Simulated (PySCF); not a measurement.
# [GdOF]−: other functionals and bases at one geometry

One table from this session's results is given with a row withheld; the runs are named, their logs left out.

The runs use PySCF 2.14.0; several levels, as the steps say, no spin–orbit coupling.

1 further run of the same task is left out (for a known fault of the program).

## The system as given

3 atoms, charge -1, spin multiplicity 1.

Bond lengths: Gd1–O2 2.036 Å, Gd1–F3 2.225 Å. Angles: O2–Gd1–F3 120.1°.

Geometry (Å):

```tsv
atom	x (Å)	y (Å)	z (Å)
Gd1	0.0185	0.0000	-0.2943
O2	1.7820	0.0000	0.7227
F3	-1.9096	0.0000	0.8161
```

Formal oxidation states: Gd +2. Each metal's 8 4f electrons lie in its core potential, so multiplicities, spins and levels count the valence alone. For divalent La, Ce, Gd or Lu the extra electron is normally 5d or 6s, so this core forces an excited configuration. An earlier session relaxed this geometry at PBE0, Gd lcecp-0-SVP with ECP54, O def2-SVP, F def2-SVP (singlet, point group Cs).

At PBE0 on the finer grid: E = -204.686879 Eh, frontier levels not given, since the 4f levels lie in the core, Mulliken charge on Gd1 +0.26 e, largest force component 0.010 eV/Å. The gap is small, and the closed shell wasn't tested for a lower spin-broken solution. The highest filled level lies above zero; it isn't the detachment energy.

Levels to run: BP86; HF; PBE0, TZVP. Hardware: 2 threads of Arm Neoverse V2, shared host.

The first run:

File run.py (the lines that set the calculation):

```python
mol = gto.M(atom='''
Gd     0.01854     0.00000    -0.29425
O      1.78202     0.00000     0.72267
F     -1.90964     0.00000     0.81609''',
    basis={'Gd': 'lcecp-0-SVP', 'O': 'def2-SVP', 'F': 'def2-SVP'},
    ecp={'Gd': 'lcecp-0-SVP'},
    charge=-1, spin=0)
mf = dft.RKS(mol, xc='B88,P86')
mf.grids.atom_grid = (75, 302)  # f atoms: unpruned, at least (60, 302)
mf = mf.density_fit()  # fitting sets: Gd AutoAux, O def2-universal-JKFIT, F def2-universal-JKFIT
mf.conv_tol = 1e-08; mf.max_cycle = 55
mf.kernel(dm0)  # dm0: the density of the relaxed state
```

Run with:

```console
OMP_NUM_THREADS=2 python run.py
```

Among the steps run: BP86; HF; PBE0, TZVP.

One table of the session follows, with a row left open; its other results are not shown here.

```
              level  charge on Gd1 (e)  dipole (D)  largest force component (eV/Å)
PBE0 (relaxed here)               0.26        8.07                            0.01
               BP86                  ?           ?                               ?
                 HF               0.64       10.04                            0.47
         PBE0, TZVP               0.63        8.67                            0.56
```

Estimate the missing values for BP86.

As computed: charge on Gd1 (e): 0.08; dipole (D): 6.65; largest force component (eV/Å): 0.57. In the column «charge on Gd1 (e)» it is the lowest.

The dipole of a charged species depends on the origin, so these sizes hold for this origin alone.

The largest leftover force, 0.57 eV/Å with BP86, stands at a geometry relaxed at another level. With 4f in the core, its levels are missing from HOMO and gap, and its count is fixed, so no charge can pass from the ligands into it. Total energies of different levels can't be compared.
